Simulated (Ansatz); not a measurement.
This script drives the Python package of Ansatz (0.2.0).

`ti.py`:
```python
"""How the lattice of Ti depends on the functional."""

import ansatz
import numpy as np

KGRID = (13, 13, 13)
WIDTH_EV = 0.1
FMAX = 0.02

def edges_and_angles(cell):
    cell = np.asarray(cell)
    a, b, c = np.linalg.norm(cell, axis=1)
    cosines = cell[1] @ cell[2] / (b * c), cell[0] @ cell[2] / (a * c), cell[0] @ cell[1] / (a * b)
    return (a, b, c, *np.degrees(np.arccos(cosines)))

lattice = ansatz.Lattice.of(
    [0.0, 2.03, 2.03],
    [2.03, 0.0, 2.03],
    [2.03, 2.03, 0.0],
)
sites = [
    ("Ti", [0.0, 0.0, 0.0]),
]
cell = ansatz.Crystal(lattice=lattice)
for symbol, position in sites:
    cell = cell.atom(symbol, position)

job = (
    cell.calculation()
    .kpoints(*KGRID)
    .occupations(ansatz.OccupationsMethod.GAUSSIAN, width=WIDTH_EV)
    .relax(cell=True, force_tolerance=FMAX)
)

levels = [("pbesol", "none"), ("pbesol", "d3bj"), ("r2scan", "none")]
print("level            a       b       c    alpha   beta  gamma  V/atom  steps")
for name, dispersion in levels:
    seen = []
    run = job.functional(name, dispersion=dispersion).session().plan()
    result = run.execute(on_event=lambda e: seen.append(e) if e["event"] == "relax_step" else None)
    cell = result.lattice.cell_ang
    label = name if dispersion == "none" else f"{name}+{dispersion}"
    print("{:13s} {:7.4f} {:7.4f} {:7.4f} {:6.2f} {:6.2f} {:6.2f}".format(label, *edges_and_angles(cell)), f"{abs(np.linalg.det(cell)) / len(result.lattice.sites):7.3f} {len(seen):5d}")
```

It is started by `python ti.py`. How long does it take on 1 thread of AMD EPYC 7B13 (Zen 3) (shared host), and how much memory does it need?

It took about 15 s, with a peak of 0.48 GiB, for 3 runs of the engine.

```console
$ python ti.py
level            a       b       c    alpha   beta  gamma  V/atom  steps
DeckWarning: basis.ecutwfc = 420 eV, auto-derived from the records' recommended cutoffs: set by Ti (normal level)
pbesol         2.8676  2.8676  2.8676  60.00  60.00  60.00  16.675     4
pbesol+d3bj    2.8175  2.8175  2.8175  60.00  60.00  60.00  15.816     5
DeckWarning: basis.ecutwfc = 500 eV, auto-derived from the records' recommended cutoffs: set by Ti (their level for a meta-GGA)
r2scan         2.9047  2.9047  2.9047  60.00  60.00  60.00  17.329     5
```
(Warnings from the package without file and line.)

From smallest to largest: PBEsol+D3BJ (15.82 Å³ an atom, -5.5 % against the start), PBEsol (16.67 Å³ an atom, -0.3 % against the start) and r2SCAN (17.33 Å³ an atom, +3.6 % against the start). The spread is 9.6 % in volume.

Notes:
- Dispersion corrections can be off by several per cent in the lattices of metals, and by several GPa in the pressure at a fixed cell.
- The mesh is modest for a metal, so energies can be off by several to tens of meV an atom and pressures by half a GPa or more; differences at equal mesh fare better.
- Edges and angles are those of the cell as typed, here a primitive one, not of the conventional cell.
- This isn't the structure that Ti takes at ambient conditions.
